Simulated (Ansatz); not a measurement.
**CH₇FOSi₂: basis-set convergence**

The task here is to estimate one member of a computed series from the others.

Computed with Ansatz 0.2.0, Gaussian basis. Level: one geometry, several basis sets.

The runs, in order: PBE0-D4/def2-SVP; ωB97M-V/def2-SVP; PBE0-D4/def2-QZVPP; ωB97M-V/def2-QZVPP; the functionals' def2-TZVPP values are taken from earlier runs.

### The geometry

An earlier PBE0-D4 in a triple-zeta def2 set relaxation fixed the geometry.

SMILES `C[SiH2]O[SiH2]F`, 12 atoms, charge 0, spin multiplicity 1.

Atoms are counted from 1 here; the program's logs count them from 0.

Bond lengths: C1–Si2 1.856 Å, C1–H6 1.092 Å, C1–H7 1.093 Å, C1–H8 1.093 Å, Si2–O3 1.648 Å, Si2–H9 1.489 Å, Si2–H10 1.485 Å, O3–Si4 1.614 Å, Si4–F5 1.597 Å, Si4–H11 1.477 Å, Si4–H12 1.480 Å. Angles: Si2–C1–H6 110.9°, Si2–C1–H7 110.8°, Si2–C1–H8 110.4°, H6–C1–H7 108.2°, H6–C1–H8 108.2°, H7–C1–H8 108.2°, C1–Si2–O3 110.3°, C1–Si2–H9 110.6°, C1–Si2–H10 111.2°, O3–Si2–H9 108.7°, O3–Si2–H10 106.9°, H9–Si2–H10 109.0°, Si2–O3–Si4 146.6°, O3–Si4–F5 109.5°, O3–Si4–H11 108.9°, O3–Si4–H12 110.8°, F5–Si4–H11 107.6°, F5–Si4–H12 106.8° and more.

The first run:

The input, in.yaml:

```yaml
crystal:
  periodic: [false, false, false]
  atoms:
    - {symbol: C, position_ang: [-1.892204, 0.261349, -0.261423]}
    - {symbol: Si, position_ang: [-0.468528, -0.868105, -0.640479]}
    - {symbol: O, position_ang: [0.777603, -0.587158, 0.400630]}
    - {symbol: Si, position_ang: [2.008658, 0.377376, 0.798631]}
    - {symbol: F, position_ang: [1.472636, 1.867061, 1.009531]}
    - {symbol: H, position_ang: [-2.253157, 0.105498, 0.757811]}
    - {symbol: H, position_ang: [-1.595285, 1.307928, -0.362912]}
    - {symbol: H, position_ang: [-2.721269, 0.073246, -0.949133]}
    - {symbol: H, position_ang: [0.014702, -0.653608, -2.032118]}
    - {symbol: H, position_ang: [-0.853654, -2.292454, -0.476965]}
    - {symbol: H, position_ang: [2.579233, -0.078628, 2.082096]}
    - {symbol: H, position_ang: [3.008265, 0.432395, -0.291568]}
basis:
  gaussian: {orbitals: def2-SVP}
hamiltonian: {xc: pbe0, dispersion: d4}
output: {orbitals: {seedname: orbitals}}
```

Steps of the session up to this table: PBE0-D4 in def2-SVP; ωB97M-V in def2-SVP; PBE0-D4 in def2-QZVPP; ωB97M-V in def2-QZVPP.

One of the session's tables, all rows but one given; the rest of the session is left out.

It belongs to the step «Functionals by basis». 

```
functional       basis  HOMO (eV)  LUMO (eV)
   PBE0-D4    def2-SVP      -8.68       1.01
   PBE0-D4  def2-TZVPP      -8.76       0.40
   PBE0-D4  def2-QZVPP      -8.78       0.20
   ωB97M-V    def2-SVP     -10.93       2.93
   ωB97M-V  def2-TZVPP          ?          ?
   ωB97M-V  def2-QZVPP     -11.06       1.59
```

**Question.** Estimate the row for ωB97M-V, def2-TZVPP.

**Answer.** HOMO (eV): -11.05; LUMO (eV): 2.08. In the column «HOMO (eV)» it lies between ωB97M-V, def2-QZVPP (-11.06) and ωB97M-V, def2-SVP (-10.93).
